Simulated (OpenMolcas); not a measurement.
**GeSiH5 (SMILES [SiH2][GeH3]) at 5 levels**

Wanted: a comparison of 5 runs (UB3LYP/6-31G*, U-r2SCAN/aug-cc-pVDZ, UB3LYP/aug-cc-pVDZ, UBHLYP/aug-cc-pVDZ, UM06-2X/aug-cc-pVDZ) of GeSiH5. 

Program for the calculation: OpenMolcas 26.06.

## Step 1: The molecule

The species is GeSiH5 (7 atoms), meant as a doublet with charge 0. SMILES: `[SiH2][GeH3]`. The Si1–H3 distance was set to 1.712 Å, away from the relaxed value.

Bond lengths: Si1–Ge2 2.370 Å, Si1–H4 1.489 Å, Ge2–H5 1.537 Å, Ge2–H6 1.541 Å, Ge2–H7 1.537 Å. Angles: Si1–Ge2–H5 109.6°, Si1–Ge2–H6 112.0°, Si1–Ge2–H7 109.7°, Ge2–Si1–H4 113.3°, H5–Ge2–H6 108.4°, H5–Ge2–H7 108.7°, H6–Ge2–H7 108.4°. A long bond or contact: Si1–H3 1.712 Å.

## Step 2: A single-point energy at UB3LYP/6-31G(d) (spherical functions) (run 1)

The input, mol.inp:

```
&GATEWAY
  BASLIB=$CurrDir
  COORD
  7
  angstrom
  Si      -0.134892      -1.321611      -0.358031
  Ge       0.248508       1.016689      -0.292331
  H        0.173200      -2.103400       1.133900
  H       -1.496592      -1.682711      -0.840031
  H       -0.003092       1.619089      -1.683631
  H       -0.673992       1.724889       0.718569
  H        1.706708       1.291089       0.108069
  BASIS=6-31Gs
  GROUP=NoSym

&SEWARD
  GRIDINPUT
  Grid=UltraFine
  End of Grid

&SCF
  UHF
  SPIN=2
  KSDFT=B3LYP
  THRESHOLDS=1e-10 1e-07 1e-07 1e-05
  PRORBITALS=1 2
```

The basis set 6-31G* is read from a file made from the Basis Set Exchange's data (not shown).

Run with:

```
$ export MOLCAS_MEM=1860
$ pymolcas mol.inp > mol.log
```

Standard output:

```text
--- Start Module: gateway ---
[...]
--- Stop Module: gateway /rc=_RC_ALL_IS_WELL_ ---
--- Start Module: seward ---
[...]
      Basis functions           60
--- Stop Module: seward /rc=_RC_ALL_IS_WELL_ ---
[...]
--- Start Module: scf ---
[...]
       Convergence after  14 Iterations
[...]
::    Total KS-DFT energy                           -2369.1934782475
[...]
      Total spin, S                                     0.5010819883
[...]
      Total electronic charge=   51.000000
      Total            charge=   -0.000000
[...]
      Dipole Moment (debye):
      Origin of the operator (angstrom)=    0.1337    0.3650   -0.3011
                   X= -8.4204E-02               Y=  3.2450E-01               Z= -2.8421E-01           Total=  4.3950E-01
      Quadrupole Moment (debye*angstrom):
[...]
--- Stop Module: scf /rc=_RC_ALL_IS_WELL_ ---
[...]
```

Run time: 14 s. Hardware: 1 thread of Intel Xeon 6975P-C (Granite Rapids), shared host; peak memory 0.39 GiB.

## Step 3: A single-point energy at U-r2SCAN/aug-cc-pVDZ (run 2)

The input, mol.xyz:

```xyz
7

Si    -0.134892    -1.321611    -0.358031
Ge     0.248508     1.016689    -0.292331
H      0.173200    -2.103400     1.133900
H     -1.496592    -1.682711    -0.840031
H     -0.003092     1.619089    -1.683631
H     -0.673992     1.724889     0.718569
H      1.706708     1.291089     0.108069
```

The input, mol.inp:

```
* GeH5Si Kohn-Sham DFT

&GATEWAY
 BASLIB=$CurrDir
 COORD=mol.xyz
 BASIS=aug-cc-pVDZ
 GROUP=NoSym

&SEWARD
 GRIDINPUT
 Grid=UltraFine
 End of Grid

&SCF
 UHF
 SPIN=2
 KSDFT=2
 1.0 MGGA_X_R2SCAN
 1.0 MGGA_C_R2SCAN
 THRESHOLDS=1e-10 1e-07 1e-07 1e-05
 PRORBITALS=1 2
```

The basis set aug-cc-pVDZ is read from a file made from the Basis Set Exchange's data (not shown).

Run with:

```
$ export MOLCAS_MEM=1860
$ pymolcas mol.inp > mol.log
```

Standard output:

```text
--- Start Module: gateway ---
[...]
--- Stop Module: gateway /rc=_RC_ALL_IS_WELL_ ---
--- Start Module: seward ---
[...]
      Basis functions          108
--- Stop Module: seward /rc=_RC_ALL_IS_WELL_ ---
[...]
--- Start Module: scf ---
[...]
       Convergence after  16 Iterations
[...]
::    Total KS-DFT energy                           -2369.3582217065
[...]
      Total spin, S                                     0.5031744308
[...]
      Total electronic charge=   51.000000
      Total            charge=   -0.000000
[...]
      Dipole Moment (debye):
      Origin of the operator (angstrom)=    0.1337    0.3650   -0.3011
                   X= -6.2335E-02               Y=  2.6841E-01               Z= -2.3646E-01           Total=  3.6311E-01
      Quadrupole Moment (debye*angstrom):
[...]
--- Stop Module: scf /rc=_RC_ALL_IS_WELL_ ---
[...]
```

It took 72 s on 1 thread of Intel Xeon 6975P-C (Granite Rapids), shared host; peak memory 0.62 GiB.

Runs 3 to 4 aren't shown in full; the table further down has their settings and results.

## Step 4: The energy at UM06-2X/aug-cc-pVDZ (run 5)

The input, test.input:

```
* GeH5Si Kohn-Sham DFT
>>> EXPORT MOLCAS_PRINT=2
&GATEWAY
BasLib
$CurrDir
Coord
7
bohr
Si    -0.25490894    -2.49748283    -0.67658053
Ge     0.46961206     1.92126376    -0.55242553
H      0.32730056    -3.97484993     2.14276045
H     -2.82814900    -3.17986294    -1.58742853
H     -0.00584303     3.05963478    -3.18160148
H     -1.27366029     3.25956781     1.35789861
H      3.22521069     2.43980461     0.20422081
Basis
aug-cc-pVDZ
Group
NoSym
&SEWARD
GridInput
Grid=UltraFine
End of Grid
&SCF
UHF
Spin
2
KSDFT
M062X
Thresholds
1e-10 1e-07 1e-07 1e-05
PrOrbitals
1 2
```

The basis set aug-cc-pVDZ is read from a file made from the Basis Set Exchange's data (not shown).

Run with:

```
$ export MOLCAS_MEM=1860
$ pymolcas test.input > test.log
```

Standard output:

```text
--- Start Module: gateway ---
[...]
--- Stop Module: gateway /rc=_RC_ALL_IS_WELL_ ---
--- Start Module: seward ---
[...]
      Basis functions          108
--- Stop Module: seward /rc=_RC_ALL_IS_WELL_ ---
[...]
--- Start Module: scf ---
[...]
       Convergence after  13 Iterations
[...]
::    Total KS-DFT energy                           -2369.3640196032
[...]
      Total spin, S                                     0.5019023974
[...]
      Total electronic charge=   51.000000
      Total            charge=   -0.000000
[...]
      Dipole Moment (debye):
      Origin of the operator (angstrom)=    0.1337    0.3650   -0.3011
                   X= -5.6297E-03               Y=  1.9543E-01               Z= -3.1279E-01           Total=  3.6886E-01
      Quadrupole Moment (debye*angstrom):
[...]
--- Stop Module: scf /rc=_RC_ALL_IS_WELL_ ---
[...]
```

Wall time 59 s (1 thread of Intel Xeon 6975P-C (Granite Rapids), shared host); peak memory 0.63 GiB.

## Step 5: The series

| run | level | energy (Eh) | dipole moment (D) | HOMO energy (eV) | LUMO energy (eV) | wall time |
| --- | --- | --- | --- | --- | --- | --- |
| 1 | UB3LYP/6-31G* (spherical functions) | -2369.193478 | 0.44 | -5.92 | -3.02 | 14 s |
| 2 | U-r2SCAN/aug-cc-pVDZ | -2369.358222 | 0.36 | -5.62 | -3.24 | 72 s |
| 3 | UB3LYP/aug-cc-pVDZ | -2369.469206 | 0.37 | -6.02 | -3.18 | 46 s |
| 4 | UBHLYP/aug-cc-pVDZ | -2369.373206 | 0.37 | -7.13 | -2.04 | 44 s |
| 5 | UM06-2X/aug-cc-pVDZ | -2369.364020 | 0.37 | -7.05 | -2.57 | 59 s |

## Step 6: Outcome

```
                                 quantity           value
                      run 5: total energy  -2369.36402 Eh
                     run 5: dipole moment          0.37 D
run 5: HOMO energy (highest over α and β)        -7.05 eV
 run 5: LUMO energy (lowest over α and β)        -2.57 eV
                              run 5: ⟨S²⟩           0.754
```

**Reading.** The dipole moment (its size) runs from 0.36 D (U-r2SCAN/aug-cc-pVDZ) to 0.44 D (UB3LYP/6-31G*). The two ends differ in method and basis. Totals of different functionals can't be ranked against each other. All runs together took 3.9 min, the longest 72 s.
